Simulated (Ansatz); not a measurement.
# ZrCl+ (triplet): the correlation ladder, def2-TZVPP

An exercise on one series of results from a longer session: the logs are not shown, and one member is left open.

Method: def2-TZVPP, core rule «outside noble gas», up to 9 orbitals frozen; program: Ansatz 0.2.0, Gaussian basis.

The runs, in order: UHF; ROHF; CCSD(T) on UHF.

## The geometry

The geometry is a PBE0/def2-TZVP stationary point (not a proven minimum) of the parent state, kept for this charge and spin. No spin-orbit coupling is included. Elements past krypton take def2 core potentials.

2 atoms, charge 1, spin multiplicity 3.

Atoms are counted from 1 here; the program's logs count them from 0.

Bond lengths: Zr1–Cl2 2.345 Å.

As a file:

```
Zr    0.00000    0.00000    0.00000
Cl    0.00000    0.00000    2.34457
```

Set-up of the first run:

The input, in.yaml:

```yaml
crystal:
  periodic: [false, false, false]
  atoms:
    - {symbol: Zr, position_ang: [0.000000, 0.000000, 0.000000]}
    - {symbol: Cl, position_ang: [0.000000, 0.000000, 2.344575]}
basis:
  gaussian: {orbitals: def2-TZVPP}
total_charge: 1
magnetization: {spin_polarized: true, initial_magnetization: 2}
hamiltonian: {xc: hf}
output: {orbitals: {seedname: orbitals}}
```

On the command line:

```sh
> ansatz run in.yaml --threads 1 --pin off --events-out ev --progress --plain --max-ram 2816MiB --backend cpu
```

Among the steps run: UHF; ROHF; CCSD(T) on UHF.

One table of the session follows, with a row left open; its other results are not shown here.

```
  method  from UCCSD(T) (meV)
    ROHF                    ?
     UHF              +6989.5
    UMP2               +833.4
   UCCSD               +343.5
UCCSD(T)                    0
```

Estimate the missing values for ROHF.

As computed: from UCCSD(T) (meV): +7121.0. In the column «from UCCSD(T) (meV)» it is the highest.
